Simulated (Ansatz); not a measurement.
# Ir3C: the cost of one run

Method: DFT LDA, scalar-relativistic, plane waves, PAW, in Ansatz 0.2.0.

21 further runs of the same task are left out: 21 set aside as unsound or not needed. Runs told in other sessions of the task aren't counted.

## Step 1: The structure to begin with

It takes space group Cm (No. 8, monoclinic). The conventional cell has a = 4.667 Å, b = 2.695 Å, c = 21.277 Å, α = 90.00°, β = 90.00°, γ = 90.00°. Ir (site symmetry m) is surrounded by 9 Ir at 2.64 to 2.69 Å. Ir (site symmetry m) is surrounded by 12 Ir at 2.64 to 2.69 Å. Around Ir (site symmetry m) lie 2 C at 2.03 Å. C (site symmetry m) has 2 Ir at 2.03 Å in its first shell of neighbours.

Coordinates:

```cif
data_structure
_symmetry_space_group_name_H-M 'P 1'
_symmetry_Int_Tables_number 1
_cell_length_a 2.6947
_cell_length_b 2.6947
_cell_length_c 21.2770
_cell_angle_alpha 90.000
_cell_angle_beta 90.000
_cell_angle_gamma 120.000
_cell_volume 133.80
loop_
_atom_site_label
_atom_site_type_symbol
_atom_site_fract_x
_atom_site_fract_y
_atom_site_fract_z
_atom_site_occupancy
Ir1 Ir 0.66667 0.33333 0.18800 1
Ir2 Ir 0.33333 0.66667 0.28850 1
Ir3 Ir 0.00000 0.00000 0.38901 1
C1 C 0.44444 0.55556 0.45904 1
```

This is the geometry of the first run shown, built on a cell relaxed beforehand with the same method.

## Step 2: What is varied

Atoms count from 1 in the order of the input.

C is moved along a line over the surface and along the normal, above a rigid substrate.

The axes are (1) position of C4 along the long diagonal of the hexagonal surface cell, from above Ir3: 9 values from 0.00 to 4.15 Å, periodic; (2) height of C4 above the plane of Ir3: 7 values from 1.07 to 3.93 Å.

Nothing else is relaxed. Points are written as (first, second).

## Step 3: Point (2.07 Å, 1.49 Å)

The cell repeats along c, and a dipole correction in the vacuum removes the field between the copies.

Input file input.yaml:

```yaml
crystal:
  lattice:
    - [2.6946510889, 0.0, 0.0]
    - [-1.3473255444, 2.3336362973, 0.0]
    - [0.0, 0.0, 21.276954674]
  atoms:
    - { symbol: Ir, position: [0.6666666667, 0.3333333333, 0.1879968286] }
    - { symbol: Ir, position: [0.3333333333, 0.6666666667, 0.2885049938] }
    - { symbol: Ir, position: [0.0, 0.0, 0.3890103072] }
    - { symbol: C, position: [0.4444444444, -0.4444444444, 0.4590391258], spin: 2.0 }
basis:
  ecutwfc: 420
kpoints:
  mp_grid: { grid: [12, 12, 1] }
hamiltonian:
  xc: lda
  pseudopotentials: { kind: paw, azcp: { folder: soft_1 } }
scf:
  occupations: { method: gaussian, width: 0.1 }
output:
  forces: true
  eigenvalues: true
  populations: true
magnetization:
  spin_polarized: true
efield:
  axis: 3
  dipole_correction: true
  ramp_width: 0.04
```

On the command line:

```sh
$ ansatz run input.yaml --threads 1 --pin off --max-ram 3072MiB --backend cpu --events-out ev --progress --plain --runs-dir out
```

**Question.** How long does this run take on 1 thread of Arm Neoverse V1, shared host, and how much memory does it need?

About 57 s, with a peak of 0.51 GiB.
